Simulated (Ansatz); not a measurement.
**CH3B2F: one species, many methods**

Aim: compute CH3B2F with functionals from several rungs and with coupled cluster. The yardstick is the atomisation energy at the CCSD(T) limit.

Computed with Ansatz 0.2.0, Gaussian basis. Level: functionals in def2-TZVPP, the program's frozen cores in correlated methods.

Plan: LDA (SPW92), PBE-D4, revPBE-D4, BLYP-D4, r2SCAN-D4, B97M-V, PBE0-D4, B3LYP-D4, r2SCANh-D4, r2SCAN0-D4, HSE06-D4, BHLYP-D4, CAM-B3LYP-D4, LC-ωPBE, ωB97X-V, ωB97M-V, B2PLYP, PBE-QIDH; CCSD(T)/def2-SVP; CCSD(T)/def2-TZVPP; MP2/def2-QZVPP; extrapolation to the limit; RPA on PBE.

### Step 1. The relaxed structure

All runs share one geometry, relaxed beforehand with PBE0-D4 in a triple-zeta def2 set.

SMILES `FB1BC1`, 7 atoms, charge 0, spin multiplicity 1.

Atoms are counted from 1 here; the program's logs count them from 0.

Bond lengths: F1–B2 1.303 Å, B2–B3 1.513 Å, B2–C4 1.682 Å, B3–C4 1.487 Å, B3–H5 1.179 Å, C4–H6 1.089 Å, C4–H7 1.101 Å. Angles: F1–B2–B3 177.7°, F1–B2–C4 127.1°, B3–B2–C4 55.2°, B2–B3–C4 68.2°, B2–B3–H5 161.9°, C4–B3–H5 129.9°, B2–C4–B3 56.6°, B2–C4–H6 179.7°, B2–C4–H7 74.1°, B3–C4–H6 123.1°, B3–C4–H7 130.8°, H6–C4–H7 106.1°.

### Step 2. LDA

This LDA is Slater exchange with PW92 correlation.

Input file in.yaml:

```yaml
crystal:
  periodic: [false, false, false]
  atoms:
    - {symbol: F, position_ang: [-1.369070, -1.402589, 0.988932]}
    - {symbol: B, position_ang: [-0.880584, -0.520233, 0.163492]}
    - {symbol: B, position_ang: [-0.367248, 0.504638, -0.823647]}
    - {symbol: C, position_ang: [0.673716, 0.123658, 0.168211]}
    - {symbol: H, position_ang: [-0.313260, 1.267309, -1.721462]}
    - {symbol: H, position_ang: [1.678329, 0.544563, 0.168601]}
    - {symbol: H, position_ang: [0.639217, -0.585346, 1.010072]}
basis:
  gaussian: {orbitals: def2-TZVPP}
hamiltonian: {xc: lda}
output: {orbitals: {seedname: orbitals}}
```

Run with:

```
> ansatz run in.yaml --threads 2 --pin off --events-out ev --progress --plain --max-ram 4352MiB
```

The runs that follow: PBE-D4 (GGA); revPBE-D4 (GGA); BLYP-D4 (GGA); r2SCAN-D4 (meta-GGA); B97M-V (meta-GGA); PBE0-D4 (hybrid); B3LYP-D4 (hybrid); r2SCANh-D4 (hybrid); r2SCAN0-D4 (hybrid); HSE06-D4 (hybrid); BHLYP-D4 (hybrid); CAM-B3LYP-D4 (range-separated); LC-ωPBE (range-separated); ωB97X-V (range-separated); ωB97M-V (range-separated); B2PLYP (double hybrid); PBE-QIDH (double hybrid); CCSD(T) in def2-SVP; CCSD(T) in def2-TZVPP; MP2 in def2-QZVPP; RPA on PBE orbitals.

**Question.** What will the summary of the whole plan be? Wanted: atomisation energy, CCSD(T)/CBS; farthest beyond LDA; mean size of error, GGA; mean size of error, meta-GGA; mean size of error, hybrid; mean size of error, range-separated; mean size of error, double hybrid; gap, smallest and largest; T1 diagnostic.

The runs gave:

| quantity | value |
| --- | --- |
| atomisation energy, CCSD(T)/CBS | 2739.9 kJ/mol |
| functionals within 13.7 kJ/mol (0.5 %) | B2PLYP |
| farthest beyond LDA | PBE-D4 (+120.3 kJ/mol) |
| mean size of error, GGA | 62.1 kJ/mol |
| mean size of error, meta-GGA | 65.0 kJ/mol |
| mean size of error, hybrid | 45.6 kJ/mol |
| mean size of error, range-separated | 35.4 kJ/mol |
| mean size of error, double hybrid | 18.1 kJ/mol |
| gap, smallest and largest | 4.82 eV (LDA (SPW92)), 12.29 eV (LC-ωPBE) |
| T1 diagnostic | 0.0127 |
| triples share of the correlation energy | 4.0 % |

The LDA atomisation energy is off by 466.7 kJ/mol (17 %): it overbinds. PBE-D4 misses by +120.3 kJ/mol. Double hybrids carry the basis error of their MP2 part in triple zeta, and no dispersion term here, so their miss is partly the set-up's. By mean error the best rung here is double hybrid (18.1 kJ/mol) and the worst beyond LDA is meta-GGA (65.0 kJ/mol). The reference freezes the cores and leaves out relativity and excitations past (T), so misses under about 13.7 kJ/mol can't be ranked. Hartree-Fock recovers 76 % of the binding; the rest is correlation. CCSD(T) in def2-SVP is off by -104.7 kJ/mol, more than most functionals: a good method in a small basis is no reference. Orbital gaps span 4.8 to 12.3 eV; exact exchange widens them.
